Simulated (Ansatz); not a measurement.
Below is the output of a Python script on the Python package of Ansatz (0.2.0) that makes a geometry optimisation of C3H9AlS, SMILES CSC[CH2][AlH2]. Write a script that gives it. Use: PBE, cc-pVDZ basis, multiplicity 1.

| atom | x (Å) | y (Å) | z (Å) |
| --- | --- | --- | --- |
| C | -2.1905 | 0.2596 | -1.2625 |
| S | -1.4188 | -0.3555 | 0.2092 |
| C | 0.2305 | -0.2890 | -0.5262 |
| C | 1.3832 | -0.7694 | 0.4847 |
| Al | 1.6393 | 0.5124 | 1.9660 |
| H | -2.0604 | -0.3516 | -2.1407 |
| H | -1.8312 | 1.3237 | -1.4994 |
| H | -3.2918 | 0.3814 | -1.0924 |
| H | 0.5076 | 0.7621 | -0.7938 |
| H | 0.2930 | -0.9499 | -1.3817 |
| H | 2.2671 | -0.9175 | -0.0168 |
| H | 1.0211 | -1.7508 | 0.9308 |
| H | 2.0790 | 2.0293 | 1.6383 |
| H | 1.3589 | 0.0861 | 3.5134 |

Output of `python opt_c3h9als.py`:
```text
step   1  E = -20675.908583 eV  largest force component 4.3114 eV/A
step   2  E = -20676.322434 eV  largest force component 1.5394 eV/A
step   3  E = -20676.443499 eV  largest force component 0.4071 eV/A
step   4  E = -20676.513082 eV  largest force component 0.5404 eV/A
step   5  E = -20676.591750 eV  largest force component 0.3704 eV/A
step   6  E = -20676.664012 eV  largest force component 0.1832 eV/A
step   7  E = -20676.705097 eV  largest force component 0.2096 eV/A
step   8  E = -20676.742447 eV  largest force component 0.2806 eV/A
step   9  E = -20676.765610 eV  largest force component 0.2025 eV/A
step  10  E = -20676.777557 eV  largest force component 0.1119 eV/A
step  11  E = -20676.779861 eV  largest force component 0.0624 eV/A
step  12  E = -20676.780064 eV  largest force component 0.0731 eV/A
step  13  E = -20676.781054 eV  largest force component 0.0243 eV/A
step  14  E = -20676.781278 eV  largest force component 0.0115 eV/A
converged              True
free_energy_ev         -20676.781324523243
reference_energy_ev    -20676.781324523243
n_frozen               0
n_occupied             [28, 28]
n_virtual              [95, 95]
pair        before    after (A)
C0-S1        1.7719   1.8287
C0-H5        1.0778   1.1067
C0-H6        1.1478   1.1066
C0-H7        1.1210   1.1067
S1-C2        1.8070   1.8808
S1-Al4       3.6320   2.5683
C2-C3        1.6067   1.5348
C2-H8        1.1195   1.1093
C2-H9        1.0829   1.1106
C3-Al4       1.9756   2.0294
C3-H10       1.0270   1.1094
C3-H11       1.1372   1.1107
Al4-H12      1.6130   1.6222
Al4-H13      1.6294   1.6122
dipole (D): -1.275 -0.460 -3.113, length 3.395
atom  Mulliken   Lowdin
C       -0.154   -0.117
S        0.006    0.587
C       -0.115   -0.100
C       -0.186   -0.096
Al       0.171   -0.260
H        0.082    0.011
H        0.094    0.016
H        0.086    0.021
H        0.075    0.028
H        0.061    0.007
H        0.036    0.028
H        0.044    0.030
H       -0.108   -0.080
H       -0.092   -0.076
```

The script that was run (others could print the same):

`opt_c3h9als.py`:
```python
# -*- coding: utf-8 -*-
"""Minimum-energy structure of C3H9AlS."""

import itertools

import ansatz as az
from ase.data import atomic_numbers, covalent_radii
import numpy as np

BASIS = "cc-pVDZ"
FUNCTIONAL = "pbe"

GEOMETRY = """
C    -2.19050    0.25960   -1.26250
S    -1.41880   -0.35550    0.20920
C     0.23050   -0.28900   -0.52620
C     1.38320   -0.76940    0.48470
Al    1.63930    0.51240    1.96600
H    -2.06040   -0.35160   -2.14070
H    -1.83120    1.32370   -1.49940
H    -3.29180    0.38140   -1.09240
H     0.50760    0.76210   -0.79380
H     0.29300   -0.94990   -1.38170
H     2.26710   -0.91750   -0.01680
H     1.02110   -1.75080    0.93080
H     2.07900    2.02930    1.63830
H     1.35890    0.08610    3.51340
"""

c3h9als = az.Crystal.molecule()
for line in GEOMETRY.strip().splitlines():
    symbol, *xyz = line.split()
    c3h9als = c3h9als.atom(symbol, [float(v) for v in xyz])

job = c3h9als.calculation()
job = job.basis(gaussian=BASIS)
job = job.functional(FUNCTIONAL)
symbols = [site.symbol for site in c3h9als.cartesian_sites]
start = np.array([site.position_ang for site in c3h9als.cartesian_sites], dtype=float)
def progress(event):
    if event["event"] == "relax_step":
        row = event["data"]
        print(f"step {row['step']:3d}  E = {row['lagrangian_ev']:.6f} eV  largest force component {row['allowed_force_max_ev_ang']:.4f} eV/A")


r = job.relax(force_tolerance=0.02).session().plan().execute(on_event=progress).report
end = np.array(r["positions_ang"])

for key in ("converged", "free_energy_ev", "reference_energy_ev", "n_frozen", "n_occupied", "n_virtual"):
    print(f"{key:22s} {r[key]}")

# pairs closer than 1.2 times the sum of covalent radii, before or after
radius = [covalent_radii[atomic_numbers[s]] for s in symbols]
span = lambda where, i, j: np.linalg.norm(where[i] - where[j])
bonded = [(i, j) for i, j in itertools.combinations(range(len(symbols)), 2) if min(span(start, i, j), span(end, i, j)) < 1.2 * (radius[i] + radius[j])]
print("pair        before    after (A)")
for i, j in bonded:
    print(f"{symbols[i]}{i}-{symbols[j]}{j}".ljust(10), f"{span(start, i, j):8.4f} {span(end, i, j):8.4f}")

charges = r["charge_distribution"]
dipole = np.array(charges["dipole_moment_e_ang"]) * 4.803205
print("dipole (D): {:.3f} {:.3f} {:.3f}, length {:.3f}".format(*dipole, np.linalg.norm(dipole)))
print("atom  Mulliken   Lowdin")
for symbol, m, l in zip(symbols, charges["mulliken_charges_e"], charges["lowdin_charges_e"]):
    print(f"{symbol:4s} {m:9.3f} {l:8.3f}")
with open("c3h9als_opt.xyz", "w") as handle:
    handle.write(f"{len(symbols)}\nrelaxed C3H9AlS\n")
    handle.writelines(f"{s:2s} {x:11.6f} {y:11.6f} {z:11.6f}\n" for s, (x, y, z) in zip(symbols, end))
```

Caveats:
- Total energies depend on the basis set; only differences at equal settings carry meaning.
- The end point is the stationary point reached from this start; no frequency run checks that it is a minimum, and the basis set is modest.
- The Löwdin charges here are taken after orthogonalising the functions within each atom; they differ from plain Löwdin charges, and their signs can be unphysical.
- The bonding changed during the relaxation, so the end is another isomer than the start names.
- Hardware and time: 66 s on 1 thread of AMD EPYC 7B13 (Zen 3), with other jobs on the host, peak memory 0.26 GiB.
